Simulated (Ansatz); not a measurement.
# HfB: the cost of one run

Program: Ansatz 0.2.0. Level of theory: DFT PBE, scalar-relativistic, plane waves, PAW. These are calculated values, not measurements.

## 1. The starting structure

It takes space group P6mm (No. 183, hexagonal). Conventional cell: a = 4.111 Å, b = 4.111 Å, c = 3.908 Å, α = 90.00°, β = 90.00°, γ = 120.00°. Hf (site symmetry 3m) is surrounded by 2 B at 1.93 to 1.98 Å. Around B (site symmetry 3m) lie 2 Hf at 1.93 to 1.98 Å.

Structure file:

```
Hf B
1.0
     4.11140    0.00000    0.00000
    -2.05570    3.56057    0.00000
     0.00000    0.00000    3.90839
Hf B
2 2
Direct
  0.33333 0.66667 0.24421
  0.66667 0.33333 0.24421
  0.33333 0.66667 0.73847
  0.66667 0.33333 0.73847
```

The cell is invented: random cell by space group and Wyckoff sites (P6mm, No. 183). The dimensions are guesses.

## 2. A first look at the guess

File input.yaml:

```yaml
crystal:
  lattice:
    - [4.11139636, 0.0, 0.0]
    - [-2.05569818, 3.5605737, 0.0]
    - [0.0, 0.0, 3.90839322]
  atoms:
    - { symbol: Hf, position: [0.33333333, 0.66666667, 0.24421428] }
    - { symbol: Hf, position: [0.66666667, 0.33333333, 0.24421428] }
    - { symbol: B, position: [0.33333333, 0.66666667, 0.73846559] }
    - { symbol: B, position: [0.66666667, 0.33333333, 0.73846559] }
basis:
  ecutwfc: 420
kpoints:
  mp_grid: { grid: [6, 6, 4] }
hamiltonian:
  xc: pbe
scf:
  occupations: { method: gaussian, width: 0.1 }
  lower_state_search: "off"
output:
  forces: true
  stress: true
  eigenvalues: true
```

Launch:

```
$ ansatz run input.yaml --threads 1 --pin off --max-ram 2560MiB --backend cpu --events-out ev --progress --plain --runs-dir out
```

**Question.** How long does this run take on 1 thread of Intel Xeon Platinum 8488C (Sapphire Rapids), shared host, and how much memory does it need?

About 3.6 s, with a peak of 0.34 GiB.
